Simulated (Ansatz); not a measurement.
I need a cohesive energy from free atoms of LiZn3 and its free atoms. Use the Ansatz DFT code, driven from Python. Settings (first run): r2SCAN, PAW, cutoff 550 eV, 7×7×2 k-points, Fermi-Dirac smearing of 0.02 eV, D3BJ dispersion.

`run_cohesive.py`:
```python
'''Binding of LiZn3 against spin-polarised atoms in a box.'''

from collections import Counter
import warnings

import ansatz as az

FUNCTIONAL = 'r2scan'
VDW = 'd3bj'
CUTOFF_EV = 550
K_SPACING = 0.39
SMEARING = 'fermi_dirac'
SMEARING_WIDTH = 0.02

PHASES = {
    'LiZn3': (
        [[2.79816, 0.0, 0.0], [-1.39908, 2.42327, 0.0], [0.0, 0.0, 8.82694]],
        [
            ('Li', [0.0, 0.0, 0.0]),
            ('Zn', [0.0, 0.0, 0.5]),
            ('Zn', [2 / 3, 1 / 3, 0.24938]),
            ('Zn', [2 / 3, 1 / 3, 0.75062]),
        ],
    ),
}


def build(vectors, sites):
    crystal = az.Crystal(lattice=az.Lattice.of(vectors))
    for symbol, position in sites:
        crystal = crystal.atom(symbol, position)
    return crystal


def counts(outcome):
    return Counter(site.symbol for site in outcome.lattice.sites)

UNPAIRED = {'Li': 1, 'Zn': 0}  # unpaired electrons of the free atoms


def run_phase(name, crystal):
    calc = crystal.calculation()
    calc = calc.functional(FUNCTIONAL, dispersion=VDW).basis(CUTOFF_EV, density_ratio=4)
    calc = calc.kpoints(spacing=K_SPACING)
    calc = calc.occupations(SMEARING, width=SMEARING_WIDTH)
    if name.endswith(' atom'):
        calc = calc.kpoints(1, 1, 1).occupations('fermi_dirac', width=0.01)
        if UNPAIRED[name.split()[0]]:
            calc = calc.spin('collinear')
        return calc.run(threads=1, backend='cpu')
    calc = calc.relax(force_tolerance=0.01, cell=True)
    return calc.run(threads=1, backend='cpu')


def main() -> None:
    warnings.simplefilter('ignore')

    phases = {name: build(*cell) for name, cell in PHASES.items()}
    # a box with unlike edges lets an open shell break the spherical symmetry
    for element, moment in UNPAIRED.items():
        phases[f'{element} atom'] = az.Lattice.orthorhombic(9.0, 9.5, 10.0).atom(element, (0.5, 0.5, 0.5), moment=moment or None)

    done = {}
    for name, crystal in phases.items():
        done[name] = run_phase(name, crystal)
        print(f'{name}: {done[name].report["energy_sigma0_ev"]:.4f} eV, {len(done[name].lattice.sites)} atoms')

    for element in UNPAIRED:
        atom = done[f'{element} atom'].report
        print(f'{element} atom: {atom["energy_sigma0_ev"]:.4f} eV, moment {atom["magnetization_mub"]:.2f} muB')
    solid = done['LiZn3']
    n = counts(solid)
    binding = (sum(k * done[f'{e} atom'].report['energy_sigma0_ev'] for e, k in n.items()) - solid.report['energy_sigma0_ev']) / sum(n.values())
    print(f'cohesive energy {binding:.3f} eV/atom = {96.4853 * binding:.0f} kJ/mol of atoms (no zero-point energy)')


if __name__ == '__main__':
    main()
```

```console
$ python run_cohesive.py
LiZn3: -10183.2146 eV, 4 atoms
Li atom: -203.5983 eV, 1 atoms
Zn atom: -3324.2032 eV, 1 atoms
Li atom: -203.5983 eV, moment 1.00 muB
Zn atom: -3324.2032 eV, moment 0.00 muB
cohesive energy 1.752 eV/atom = 169 kJ/mol of atoms (no zero-point energy)
```

What to keep in mind:
- These settings explore the input space; cutoff and mesh may be short of convergence.
- Other magnetic orders than the one started from may lie lower.
- The dispersion term runs with damping parameters of another functional.
- Dispersion corrections can be off by several per cent in the lattices of metals, and by several GPa in the pressure at a fixed cell.
- For the metals among these phases the mesh is modest: differences between phases can be off by up to 40 meV an atom.
- r2SCAN tends to overestimate the moments of itinerant magnets.
- The cells come from databases of deposited and of computed structures, and not all need be stable phases.
- Free atoms in a box carry small image and symmetry errors, and spin-orbit coupling is left out.
- The script silences warnings, which a real study should read.
- Wall time of the script: 10 min on 1 thread of Arm Neoverse V1, with other jobs on the host, peak memory 1.9 GiB.
